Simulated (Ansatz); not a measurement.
# ZnS (F-43m): exact exchange against the cheap answer

The task here is to estimate one member of a computed series from the others.

Method: DFT at several levels, plane waves, PAW, in Ansatz 0.2.0.

## The starting structure

The structure is cubic, space group F-43m (No. 216). Conventional cell: a = 5.409 Å, b = 5.409 Å, c = 5.409 Å, α = 90.00°, β = 90.00°, γ = 90.00°. Around Zn (site symmetry -43m) lie 4 S at 2.34 Å. S (site symmetry -43m) has 4 Zn at 2.34 Å in its first shell of neighbours.

Structure file:

```
CELL_PARAMETERS angstrom
0.00000 2.70465 2.70465
2.70465 0.00000 2.70465
2.70465 2.70465 0.00000
ATOMIC_POSITIONS crystal
Zn 0.00000 0.00000 0.00000
S 0.75000 0.75000 0.75000
```

At PBE, an earlier run found 1.38 GPa for this cell of 19.785 Å³/atom (8×8×8 mesh), mesh gap 2.10 eV.

The cell stays fixed from here on.

Levels to run, all on a 4×4×4 mesh: PBE; PBE0 form (fraction 1/ε∞); PBE0 form (fraction 0.2); ωPBEh; HSE06 form (screening 0.4 Å⁻¹). Hardware: 4 threads of Arm Neoverse V2, shared host.

Set-up of the first run:

input.yaml reads:

```yaml
crystal:
  lattice:
    - [0.0, 2.7046490548, 2.7046490548]
    - [2.7046490548, 0.0, 2.7046490548]
    - [2.7046490548, 2.7046490548, 0.0]
  atoms:
    - { symbol: Zn, position: [0.0, 0.0, 0.0] }
    - { symbol: S, position: [0.75, 0.75, 0.75] }
basis:
  ecutwfc: 420
  ecutrho_ratio: 4
kpoints:
  mp_grid: { grid: [4, 4, 4] }
hamiltonian:
  xc: pbe
scf:
  occupations: { method: gaussian, width: 0.05 }
output:
  forces: true
  stress: true
  eigenvalues: true
  populations: true
  write_density: true
  write_potential: true
  elf: true
  volumetric_format: npy
```

Command:

```console
$ ansatz run input.yaml --threads 4 --pin off --max-ram 8192MiB --backend cpu --events-out ev --progress --plain --runs-dir out
```

Steps of the session up to this table: PBE; PBE0 form (fraction 1/ε∞); PBE0 form (fraction 0.2); ωPBEh; HSE06 form (screening 0.4 Å⁻¹).

One of the session's tables, all rows but one given; the rest of the session is left out.

```
                         level  gap on the mesh (eV)  pressure (GPa)
                           PBE                  2.09             1.7
     PBE0 form (fraction 1/ε∞)                  3.39             1.0
      PBE0 form (fraction 0.2)                  3.64             0.9
                         ωPBEh                  3.23             0.7
HSE06 form (screening 0.4 Å⁻¹)                     ?               ?
```

Q: Estimate the row for HSE06 form (screening 0.4 Å⁻¹) from the others.

The run gave: gap on the mesh (eV): 2.94; pressure (GPa): 1.3. In the column «gap on the mesh (eV)» it lies between PBE (2.09) and ωPBEh (3.23).

Caveats from the session: Gaps are over this coarse mesh alone, and total energies of different levels can't be compared. The program warned that the SCF threshold is loose for the stress of this hybrid run. Warnings in the runs' records: stress exchange threshold loose, stress scf threshold loose.
